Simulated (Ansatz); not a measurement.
Nb, space group Im-3m: an equation of state with a fit, run with the Python package of Ansatz (0.2.0).

Script `run_eos.py`:
```python
# -*- coding: utf-8 -*-
import warnings

import ansatz as az
import numpy as np
from pymatgen.analysis.eos import EOS

VECTORS = np.array([
    [-1.66395, 1.66395, 1.66395],
    [1.66395, -1.66395, 1.66395],
    [1.66395, 1.66395, -1.66395],
])
SITES = [
    ('Nb', (0.0, 0.0, 0.0)),
]


def on_lattice(cell):
    crystal = az.Crystal(lattice=az.Lattice.of(cell))
    for symbol, position in SITES:
        crystal = crystal.atom(symbol, position)
    return crystal


def main():
    warnings.simplefilter('ignore', az.DeckWarning)

    volumes, energies, pressures = [], [], []
    for scale in np.linspace(0.92, 1.08, 7):
        cell = VECTORS * scale ** (1 / 3)
        setup = on_lattice(cell).calculation()
        setup = setup.functional('revpbe', dispersion='d4')
        setup = setup.pseudopotentials('nc').accuracy('medium')
        setup = setup.occupations(az.OccupationsMethod.FERMI_DIRAC, width=0.2)
        setup = setup.scf(algorithm='density_mixing')
        setup = setup.kpoints(12, 12, 12)
        setup = setup.stress()
        report = setup.run(threads=1).report
        volumes.append(abs(np.linalg.det(cell)) / len(SITES))
        energies.append(report['free_energy_ev'] / len(SITES))
        pressures.append(np.trace(report['stress_gpa']) / 3)
        print(f'V = {volumes[-1]:8.4f} A^3/atom  F = {energies[-1]:.5f} eV/atom  P = {pressures[-1]:8.3f} GPa')

    for form in ['birch_murnaghan', 'vinet']:
        fit = EOS(eos_name=form).fit(volumes, energies)
        print(f'{form:18s} V0 {fit.v0:8.4f} A^3/atom  B0 {fit.b0_GPa:7.1f} GPa  B1 {fit.b1:5.2f}')


if __name__ == '__main__':
    main()
```

Its results, one of them left out:

| V (Å³/atom) | F less the lowest row shown (meV/atom) |
| --- | --- |
| 16.954 | ? |
| 17.445 | 7.99 |
| 17.937 | 0.00 |
| 18.428 | 6.34 |
| 18.920 | 25.24 |
| 19.411 | 55.11 |
| 19.902 | 94.62 |

What is the missing energy at 16.954 Å³ an atom?

A third-order Birch-Murnaghan fit, E = E0 + (9 V0 B0 / 16) [(t - 1)³ B' + (t - 1)² (6 - 4t)] with t = (V0/V)^(2/3), through the 6 rows shown gives V0 = 17.954 Å³, B0 = 169.7 GPa, B' = 3.88 and E0 = -0.01 meV. At V = 16.954 Å³, t = 1.03895, and the fit extrapolates to 32.38 meV. The run gave 32.37 meV, a miss of 0.01 meV.

Notes:
- The settings weren't tested for convergence.
- The run is spin-unpolarised.
- Such functionals run on norm-conserving files made under PBE, which can move pressures by some GPa.
- Dispersion corrections can be off by several per cent in the lattices of metals, and by several GPa in the pressure at a fixed cell.
- For a metal this k-point mesh is coarse: on a finer one energies can move by several to tens of meV an atom and pressures by half a GPa or more, differences at one mesh by less.
- Of the deposited cell: the entry's cell lengths or inner coordinates differ somewhat from later room-temperature determinations.
- Pressure is positive in compression.
- It ran for 20 s on 1 thread of Arm Neoverse V2, on a shared host, peak memory 0.45 GiB.
